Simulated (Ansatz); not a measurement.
# AlBrH4O2: the cost of one run

All numbers below are computed with Ansatz 0.2.0 (RKS PBE0/def2-SVP).

## (1) Starting point

Bond lengths: Al1–Br2 2.810 Å, Al1–O3 1.626 Å, Al1–O4 1.626 Å, O3–H7 0.944 Å, O4–H8 0.944 Å. Angles: Br2–Al1–O3 108.7°, Br2–Al1–O4 108.8°, O3–Al1–O4 136.4°, Al1–O3–H7 169.9°, Al1–O4–H8 175.6°.

Structure file:

```xyz
8

Al   -0.2336    0.2194   -0.1404
Br    0.1986   -2.4613    0.5827
O    -0.0329    0.3653   -1.7478
O    -1.1468    0.9291    1.0021
H     1.2441   -0.7636    0.6798
H     1.6087    0.1437    0.6423
H     0.0822    0.2836   -2.6816
H    -1.7202    1.2837    1.6629
```

## (2) Pulling towards end A

Springs on the bonds that form and break draw the guess towards this end; the thresholds are loose.

input.yaml

```yaml
crystal:
  periodic: [false, false, false]
  atoms:
    - { symbol: Al, position_ang: [-0.2336, 0.2194, -0.1404] }
    - { symbol: Br, position_ang: [0.1986, -2.4613, 0.5827] }
    - { symbol: O, position_ang: [-0.0329, 0.3653, -1.7478] }
    - { symbol: O, position_ang: [-1.1468, 0.9291, 1.0021] }
    - { symbol: H, position_ang: [1.2441, -0.7636, 0.6798] }
    - { symbol: H, position_ang: [1.6087, 0.1437, 0.6423] }
    - { symbol: H, position_ang: [0.0822, 0.2836, -2.6816] }
    - { symbol: H, position_ang: [-1.7202, 1.2837, 1.6629] }
basis:
  gaussian: { orbitals: def2-SVP }
hamiltonian:
  xc: pbe0
relax:
  f_tol: 0.15
  max_steps: 25
  restrain:
    - { distance: [0, 5], at: 2.82, k: 30.0 }
    - { distance: [4, 1], at: 2.81, k: 30.0 }
    - { distance: [0, 1], at: 2.41, k: 30.0 }
    - { distance: [4, 5], at: 0.62, k: 30.0 }
```

The run is started by

```console
$ ansatz run input.yaml --threads 2 --pin off --max-ram 3072MiB --backend cpu --events-out ev --progress --plain --runs-dir out
```

What time and memory should one allow on 2 threads of AMD EPYC 9R45 (Zen 5), shared host?

About 11 s, with a peak of 0.23 GiB.
